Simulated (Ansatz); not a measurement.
Runs of Ansatz 0.2.0 on GaGe. It takes space group F-43m (No. 216, cubic). Conventional cell: a = 5.796 Å, b = 5.796 Å, c = 5.796 Å, α = 90.00°, β = 90.00°, γ = 90.00°. Ge (site symmetry -43m) is surrounded by 4 Ga at 2.51 Å. Ga (site symmetry -43m) has 4 Ge at 2.51 Å as nearest neighbours. The cell comes from a database or a generator and needn't be the stable form of this composition.

```csv
task,level,cell,k mesh,share of exact exchange,mesh quality,gap on the mesh (eV),pressure (GPa),relaxed volume (Å³/atom)
single point,HSE06 form with a typed share of exact exchange,as given,5 × 5 × 5,0,coarse,none,-0.2,-
single point,HSE06 form with a typed share of exact exchange,as given,5 × 5 × 5,0.15,coarse,none,-1.0,-
single point,HSE06,as given,5 × 5 × 5,0.25,coarse,none,-1.5,-
relaxation of cell and atoms,PBEsol+D3(BJ),relaxed,8 × 8 × 8,-,not flagged,none,0.0,(c)
single point,HSE06 form with a typed share of exact exchange,as given,5 × 5 × 5,0.1,coarse,none,(a),-
relaxation of cell and atoms,PBEsol+D3(BJ)-ATM,relaxed,8 × 8 × 8,-,not flagged,none,0.0,22.58
single point,HSE06 form with a typed share of exact exchange,as given,5 × 5 × 5,0.35,coarse,none,-2.0,-
single point,HSE06 form with a typed share of exact exchange,as given,5 × 5 × 5,0.5,coarse,none,(b),-
relaxation of cell and atoms,PBEsol,relaxed,8 × 8 × 8,-,not flagged,none,0.0,23.21
relaxation of cell and atoms,PBEsol+D4,relaxed,8 × 8 × 8,-,not flagged,none,0.0,22.67
```

Alike in all rows: potentials or basis Ansatz PAW; no spin polarisation; cutoff (eV) 420; smearing fermi-dirac 0.05 eV.

Estimate the missing entries.

(a) -0.7; (b) -2.7; (c) 22.51.

Caveats: some runs use coarse meshes; the PAW data sets come from PBE, with cores solved anew for the run's functional, which leaves a small shift of forces and pressure (some runs); the thresholds are loose for stress (some runs); the plane-wave basis is chosen anew once the cell has moved, so the energies of steps on either side of that aren't comparable (some runs); pairwise dispersion overbinds metals, which lowers pressure and volume (some runs); the PAW data sets were made with another functional, which shifts forces and pressure a little (some runs).

A k mesh can miss the band edges, and the runs leave out spin-orbit coupling on Ga, Ge.

A gap of «none» marks a metal or a gap under the smearing width.
